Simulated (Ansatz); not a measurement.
# AlAsH3+ (triplet): the correlation ladder, cc-pVTZ

One table from this session's results is given with a row withheld; the runs are named, their logs left out.

Method: cc-pVTZ, core rule «outside noble gas», up to 19 orbitals frozen; program: Ansatz 0.2.0, Gaussian basis.

To be run: UHF; CCSD(T) on ROHF; CCSD(T) on UHF; BCCD(T) on ROHF; CCSDT(Q) on ROHF; CCSDT(Q) on UHF.

9 further runs of the same task are left out: 4 for a known fault of the program, 5 set aside as unsound or not needed.

**The geometry**

The geometry is a PBE0/def2-TZVP stationary point (not a proven minimum) of the parent state, kept for this charge and spin. No spin-orbit coupling is included. The filled d shell of As may be among the frozen orbitals whatever the setting's name suggests; the logs give the count.

5 atoms, charge 1, spin multiplicity 3.

Atoms are counted from 1 here; the program's logs count them from 0.

Bond lengths: Al1–As2 2.440 Å, Al1–H3 1.587 Å, Al1–H4 1.587 Å, As2–H5 1.528 Å. Angles: As2–Al1–H3 121.9°, As2–Al1–H4 117.9°, H3–Al1–H4 120.2°, Al1–As2–H5 91.0°.

Set-up of the first run:

The input, in.yaml:

```yaml
crystal:
  periodic: [false, false, false]
  atoms:
    - {symbol: Al, position_ang: [0.000000, 0.020463, 1.750773]}
    - {symbol: As, position_ang: [0.000000, -0.027757, -0.688843]}
    - {symbol: H, position_ang: [0.000000, 1.383794, 2.563130]}
    - {symbol: H, position_ang: [0.000000, -1.367803, 2.519896]}
    - {symbol: H, position_ang: [0.000000, 1.499472, -0.746751]}
basis:
  gaussian: {orbitals: cc-pVTZ}
total_charge: 1
magnetization: {spin_polarized: true, initial_magnetization: 2}
hamiltonian: {xc: hf}
output: {orbitals: {seedname: orbitals}}
```

The run is started by

```bash
> ansatz run in.yaml --threads 1 --pin off --events-out ev --progress --plain --max-ram 4096MiB --backend cpu
```

Steps of the session up to this table: UHF; CCSD(T) on ROHF; CCSD(T) on UHF; BCCD(T) on ROHF; CCSDT(Q) on ROHF; CCSDT(Q) on UHF.

One table of the session follows, with a row left open; its other results are not shown here.

```
   method  from UCCSDT(Q) (meV)
     ROHF               +5908.3
      UHF               +5744.9
     RMP2               +1219.5
     UMP2               +1231.0
    RCCSD                +222.0
    UCCSD                +207.8
 RCCSD(T)                 +50.1
 UCCSD(T)                 +41.2
  BCCD(T)                     ?
   RCCSDT                 +16.2
   UCCSDT                  +6.3
RCCSDT(Q)                  +9.8
UCCSDT(Q)                     0
```

Q: Estimate the row for BCCD(T) from the others.

The run gave: from UCCSDT(Q) (meV): +49.4. In the column «from UCCSDT(Q) (meV)» it lies between UCCSD(T) (+41.2) and RCCSD(T) (+50.1).

To keep in mind: Restricted and unrestricted rows rest on different reference determinants; where their highest levels disagree by more than a few hundredths of an eV, they describe different states and don't form one ladder.
